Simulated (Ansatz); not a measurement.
# CH3K: the cost of one run

All numbers are computed with Ansatz 0.2.0, driven from Python. Level of theory: PBE0+D4/def2-TZVP.

## Step 1: The system

Bond lengths: C1–K2 2.550 Å, C1–H3 1.147 Å, C1–H4 1.094 Å, C1–H5 1.150 Å. Angles: K2–C1–H3 113.9°, K2–C1–H4 110.3°, K2–C1–H5 111.7°, H3–C1–H4 110.4°, H3–C1–H5 105.1°, H4–C1–H5 105.0°.

The script holds or builds the structure itself.

## Step 2: Script

run_tae.py reads:

```python
from collections import Counter
import logging
import sys

import ansatz as az

logging.basicConfig(stream=sys.stdout, format="%(levelname)s %(message)s")
log = logging.getLogger("ch3k")
log.setLevel(logging.INFO)

BASIS = "def2-TZVP"
FUNCTIONAL = "pbe0"
VDW = "d4"


def energy_of(molecule, charge=0, unpaired=0):
    calc = molecule.calculation().basis(gaussian=BASIS).functional(FUNCTIONAL, dispersion=VDW)
    if charge:
        calc = calc.charge(charge)
    if unpaired:
        calc = calc.spin("collinear", total=unpaired)
    return calc.run().report["free_energy_ev"]


def main() -> None:
    ch3k = (
        az.Crystal.molecule()
        .atom("C", [-0.2203, 0.0443, -0.1066])
        .atom("K", [1.9961, -0.7428, 0.8798])
        .atom("H", [-1.1222, -0.1293, 0.581])
        .atom("H", [-0.3889, -0.4218, -1.0816])
        .atom("H", [-0.2147, 1.1759, -0.3139])
    )

    unpaired = {"C": 2, "K": 1, "H": 1}
    counts = Counter(site.symbol for site in ch3k.cartesian_sites)
    atom_energy = {s: energy_of(az.Crystal.molecule().atom(s, (0, 0, 0)), 0, unpaired[s]) for s in counts}
    whole = energy_of(ch3k, 0, 0)
    for s, e in atom_energy.items():
        log.info(f"{s:2s} x{counts[s]}  {e:14.5f} eV")
    log.info(f"CH3K: {whole:.5f} eV")
    split = sum(counts[s] * e for s, e in atom_energy.items()) - whole
    log.info(f"atomisation energy (no zero-point term): {split:.3f} eV, {split / sum(counts.values()):.3f} eV an atom")


if __name__ == "__main__":
    main()
```

## Step 3: The input behind the calls

The package turns the script's settings into the engine's input (first run):

```yaml
crystal:
  periodic: [false, false, false]
  atoms:
    - { symbol: C, position_ang: [0.0, 0.0, 0.0] }
basis:
  gaussian:
    orbitals: def2-TZVP
hamiltonian:
  xc: pbe0
  dispersion: d4
magnetization:
  spin_polarized: true
  initial_magnetization: 2.0
```

## Step 4: Launch

Launch:

```console
python run_tae.py
```

What time and memory should one allow on 1 thread of Arm Neoverse V2, shared host?

About 3.5 s, with a peak of 0.19 GiB.
